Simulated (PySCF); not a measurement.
# SiH₃Br: geometry, coupled-cluster ionisations and excitations

The runs use PySCF 2.14.0, with density-fitted response routines of our own; the level of theory stands in each step. All values are computed, except where a source is named. Atoms count from 0, in the outputs and in this text.

### 1 The molecule as given

5 atoms, charge 0, multiplicity 1; geometry from: GFN2-xTB. The atoms were then displaced at random by about 0.01 Å, so the start is not that level's minimum.

Bonds of the start (Å): Si0–Br1 2.18, Si0–H2 1.45, Si0–H3 1.48, Si0–H4 1.46.

### 2 Geometry optimisation at PBE0-D3(BJ)/def2-SVP

The job: settings as JSON, then the geometry in Å.

```
{"job": {"xc": "PBE0", "basis": "def2-SVP", "d3": "d3bj", "grid": 1, "shake": 0.01, "kind": "geom"}, "charge": 0, "multiplicity": 1}
Si    -0.184700    -0.017890    -0.008660
Br     1.995880    -0.083940     0.082580
H     -0.698150    -0.612790     1.206200
H     -0.502320     1.422670    -0.101250
H     -0.577150    -0.742020    -1.216760
```

Run with:

```bash
> OMP_NUM_THREADS=1 python probes_run.py task.json out
```

This one command runs all jobs of the session in turn.

Q: Estimate the wall time and peak memory of this first job on 1 thread of Arm Neoverse V1, shared host.

About 5 s, with a peak of 0.29 GiB.
